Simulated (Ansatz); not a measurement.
# Cl2H3NSi + H2 + HF: a complex and its separated parts

The complex below is one end of an elementary step. How strongly is it bound against its free parts?

Computed with Ansatz 0.2.0, Gaussian basis. Level: PBE0-D4/def2-TZVP structures, single points in def2-TZVPP, no counterpoise correction.

Levels: SPW92, PBE-D4, BLYP-D4, r2SCAN-D4, B97M-V, PBE0-D4, B3LYP-D4, r2SCAN0-D4, BHLYP-D4, CAM-B3LYP-D4, wB97X-V, wB97M-V, B2PLYP, PBE-QIDH, RPA on PBE, Hartree-Fock, MP2, CCSD, CCSD(T).

Correlated methods freeze the cores. B3LYP uses VWN-RPA correlation. B2PLYP carries no dispersion term here.

113 further runs of the same task are left out: 113 set aside as unsound or not needed.

## 1. The system as given

The complex: 11 atoms, charge 0, spin multiplicity 1.

Atoms are counted from 1 here; the program's logs count them from 0.

Bond lengths: Si1–Cl3 2.029 Å, Si1–Cl4 2.045 Å, Si1–H5 1.469 Å, Si1–N7 1.728 Å, H2–H8 0.748 Å, H6–F9 0.950 Å, N7–H10 1.013 Å, N7–H11 1.014 Å. Angles: Cl3–Si1–Cl4 108.9°, Cl3–Si1–H5 111.5°, Cl3–Si1–N7 106.5°, Cl4–Si1–H5 107.9°, Cl4–Si1–N7 112.6°, H5–Si1–N7 109.4°, Si1–N7–H10 115.4°, Si1–N7–H11 115.4°, H10–N7–H11 108.9°.

As a file:

```xyz
11
Cl2FH6NSi
Si   -0.8236   -0.8813    0.4028
H    -0.7381    1.5959   -2.6320
Cl   -0.3150   -1.9018   -1.2752
Cl   -1.8758   -2.1220    1.6412
H    -1.6750    0.2750    0.0920
H     1.3129    0.9133    0.1087
N     0.6543   -0.3337    1.1115
H    -0.1314    1.7229   -2.2137
F     1.6433    1.6289   -0.4208
H     1.3875   -1.0298    1.1788
H     0.5609    0.1325    2.0068
```

Its parts: Cl2H3NSi holds atoms 1, 3, 4, 5, 7, 10, 11; H2 holds atoms 2, 8; HF holds atoms 6, 9. Each part counts its atoms afresh in its own runs.

## 2. Relaxing Cl2H3NSi alone

relax-a/in.yaml

```yaml
crystal:
  periodic: [false, false, false]
  atoms:
    - {symbol: Si, position_ang: [-0.823586, -0.881283, 0.402813]}
    - {symbol: Cl, position_ang: [-0.315048, -1.901832, -1.275155]}
    - {symbol: Cl, position_ang: [-1.875814, -2.121973, 1.641247]}
    - {symbol: H, position_ang: [-1.674951, 0.275012, 0.091982]}
    - {symbol: N, position_ang: [0.654315, -0.333650, 1.111474]}
    - {symbol: H, position_ang: [1.387477, -1.029831, 1.178759]}
    - {symbol: H, position_ang: [0.560900, 0.132539, 2.006784]}
basis:
  gaussian: {orbitals: def2-TZVP}
hamiltonian: {xc: pbe0, dispersion: d4}
relax: {f_tol: 0.005, max_steps: 200}
```

Command:

```bash
> ansatz run in.yaml --threads 8 --pin off --events-out ev --progress --plain --max-ram 19148MiB
```

The runs that follow: Relaxing H2 alone; Relaxing HF alone; SPW92/def2-TZVPP; PBE-D4/def2-TZVPP; BLYP-D4/def2-TZVPP; r2SCAN-D4/def2-TZVPP; B97M-V/def2-TZVPP; PBE0-D4/def2-TZVPP; B3LYP-D4/def2-TZVPP; r2SCAN0-D4/def2-TZVPP; BHLYP-D4/def2-TZVPP; CAM-B3LYP-D4/def2-TZVPP; wB97X-V/def2-TZVPP; wB97M-V/def2-TZVPP; B2PLYP/def2-TZVPP; PBE-QIDH/def2-TZVPP; RPA on PBE/def2-TZVPP; CCSD(T)/def2-TZVPP; Vibrations of Cl2H3NSi; Vibrations of H2; Vibrations of HF.

What does the calculation give? Wanted: complex less parts, CCSD(T)/def2-TZVPP; with zero-point energy; largest T1 diagnostic.

As calculated:

```
                              quantity         value
complex less parts, CCSD(T)/def2-TZVPP  -35.9 kJ/mol
                with zero-point energy  -20.4 kJ/mol
                 largest T1 diagnostic         0.009
```

In words: At CCSD(T) the complex lies 35.9 kJ/mol below its parts. The functionals run from PBE-QIDH, off by -0.6 kJ/mol, to SPW92, off by -29.5 kJ/mol, against CCSD(T). By rung, the mean size of the error is: LDA 29.5, GGA 9.7, meta-GGA 3.9, hybrid 4.9, range-separated hybrid 4.8, double hybrid 0.9 kJ/mol. PBE-D4 gives a relative energy 12.2 kJ/mol too low, outside chemical accuracy (1 kcal/mol, 4.2 kJ/mol). No counterpoise was applied, and triple zeta lacks some correlation, so the CCSD(T) reference has a basis error of its own, and close matches with it are partly luck.
